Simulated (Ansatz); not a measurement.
# BiPb3C: the cost of one run

Computed with Ansatz 0.2.0 (DFT PBE, scalar-relativistic, plane waves, PAW, unless a step's input says otherwise).

### 1 The system as given

The structure is cubic, space group Pm-3m (No. 221). The conventional cell has a = 5.215 Å, b = 5.215 Å, c = 5.215 Å, α = 90.00°, β = 90.00°, γ = 90.00°. Bi (site symmetry m-3m) is surrounded by 12 Pb at 3.69 Å. Pb (site symmetry 4/mmm) is surrounded by 2 C at 2.61 Å. C (site symmetry m-3m) has 6 Pb at 2.61 Å as nearest neighbours.

As a file:

```cif
data_structure
_symmetry_space_group_name_H-M 'P 1'
_symmetry_Int_Tables_number 1
_cell_length_a 5.2154
_cell_length_b 5.2154
_cell_length_c 5.2154
_cell_angle_alpha 90.000
_cell_angle_beta 90.000
_cell_angle_gamma 90.000
_cell_volume 141.86
loop_
_atom_site_label
_atom_site_type_symbol
_atom_site_fract_x
_atom_site_fract_y
_atom_site_fract_z
_atom_site_occupancy
Bi1 Bi 0.00000 0.00000 0.00000 1
Pb1 Pb 0.50000 0.00000 0.50000 1
Pb2 Pb 0.00000 0.50000 0.50000 1
Pb3 Pb 0.50000 0.50000 0.00000 1
C1 C 0.50000 0.50000 0.50000 1
```

A structure generator made this guess: species swapped into a database cell of YbBPd3 (Pm-3m, No. 221), with Bi on the Yb sites, C on the B sites and Pb on the Pd sites. Its size is a rough estimate.

### 2 A first look at the guess

File input.yaml:

```yaml
crystal:
  lattice:
    - [5.21538948, 0.0, 0.0]
    - [0.0, 5.21538948, 0.0]
    - [0.0, 0.0, 5.21538948]
  atoms:
    - { symbol: Bi, position: [0.0, 0.0, 0.0] }
    - { symbol: Pb, position: [0.5, 0.0, 0.5] }
    - { symbol: Pb, position: [0.0, 0.5, 0.5] }
    - { symbol: Pb, position: [0.5, 0.5, 0.0] }
    - { symbol: C, position: [0.5, 0.5, 0.5] }
basis:
  ecutwfc: 420
kpoints:
  mp_grid: { grid: [4, 4, 4] }
hamiltonian:
  xc: pbe
scf:
  occupations: { method: gaussian, width: 0.1 }
  lower_state_search: "off"
output:
  forces: true
  stress: true
  eigenvalues: true
```

Launch:

```
> ansatz run input.yaml --threads 1 --pin off --max-ram 2048MiB --backend cpu --events-out ev --progress --plain --runs-dir out
```

What time and memory should one allow on 1 thread of Arm Neoverse V2, shared host?

About 2.6 s, with a peak of 0.38 GiB.
